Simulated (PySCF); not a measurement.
**A diatomic session: CaS−**

What are the lowest state that PBE0 finds, the bond length, vibrational wavenumber and bond energy of CaS−, and how much do these hang on the method?

Program: PySCF 2.14.0. Level of theory: Ca def2-SVPD, S def2-SVPD, no relativity. These are calculated values, not measurements.

2 further runs of the same task are left out: 2 set aside as unsound or not needed.

## 1. Set-up

The job is set up so:

```yaml
atoms: Ca, S
charge: -1
basis: Ca def2-SVPD, S def2-SVPD
Hamiltonian: no relativity
basis_functions: 54
electrons_treated: 37
masses_in_u: 39.9626, 31.9721
levels: PBE0, PBE, r²SCAN, B2PLYP, M06, TPSSh, CAM-B3LYP, HF, MP2, SCS-MP2, CCSD, CCSD(T)
grid: 80 radial by 434 angular points
occupations: held fixed by the projection of orbital angular momentum
dissociation_limit: Ca + S−, each in its ground configuration
starting_distance_in_angstrom: 2.675
values_of_2S_to_try: 1, 3
```

Started as:

```sh
OMP_NUM_THREADS=1 python dia.py task.json out
```

After this run come: First curve: PBE0; Excited determinants; PBE; r²SCAN; B2PLYP (double hybrid); M06 (hybrid meta-GGA); TPSSh (hybrid meta-GGA); CAM-B3LYP; UHF; Correlated methods on the Hartree–Fock reference.

Q: Predict the outcome of this session. Wanted: for each run, Re; ωe; De; μ.

**Answer**, as computed:

Lowest PBE0 solution found, without spin–orbit coupling: ²Σ⁺ (doublet), unpaired electrons σ ↑. State 2 has its PBE0 minimum 1.14 eV higher. The other levels ran on the lowest alone.

```csv
level,Re (Å),ωe (cm⁻¹),De (eV),μ (D)
UHF,2.470,416,1.93,-4.56
UHF-MP2,2.485,384,2.51,n/a
UHF-SCS-MP2,2.490,384,2.33,n/a
UHF-CCSD,2.488,386,2.18,n/a
UHF-CCSD(T),2.501,371,2.31,n/a
PBE,2.412,408,3.12,-2.63
r²SCAN,2.411,420,3.27,-2.92
TPSSh,2.414,416,3.09,-2.44
PBE0,2.408,420,2.93,-3.13
M06,2.419,413,2.75,-2.45
CAM-B3LYP,2.413,422,2.60,-3.88
B2PLYP,2.449,395,2.54,-4.13
```

De is counted to Ca + S− in their ground configurations. A positive dipole points from Ca to S; in an ion it is taken about the centre of mass and does not tell which atom is negative.

Differences from CCSD(T) in the same basis:

```csv
level,Re (mÅ),ωe (%)
UHF,-31,+12.0
UHF-MP2,-16,+3.5
UHF-SCS-MP2,-11,+3.4
UHF-CCSD,-13,+3.9
PBE,-89,+9.8
r²SCAN,-90,+13.2
TPSSh,-87,+12.1
PBE0,-93,+13.2
M06,-82,+11.1
CAM-B3LYP,-88,+13.6
B2PLYP,-52,+6.5
```

What this shows: Judged by CCSD(T) in the same basis: best bond length UHF-SCS-MP2 (-11 mÅ), worst PBE0 (-93 mÅ); best wavenumber UHF-SCS-MP2 (+3.4 %), worst CAM-B3LYP (+13.6 %). Hartree–Fock makes the bond too short and too stiff against this reference, as it mostly does. CCSD(T) in a basis this small is itself some way from its limit, more so than the functionals. Among the levels with a De in the table, it runs from 1.93 eV (UHF) to 3.27 eV (r²SCAN).

Correlated steps freeze 10 core orbitals. B2PLYP dipoles, levels and charges come from its SCF part alone. With some functionals the highest level of the anion is positive, from self-interaction error or because the anion is truly unbound there; the finite basis then holds the extra electron, and no neutral molecule was run to test the binding.
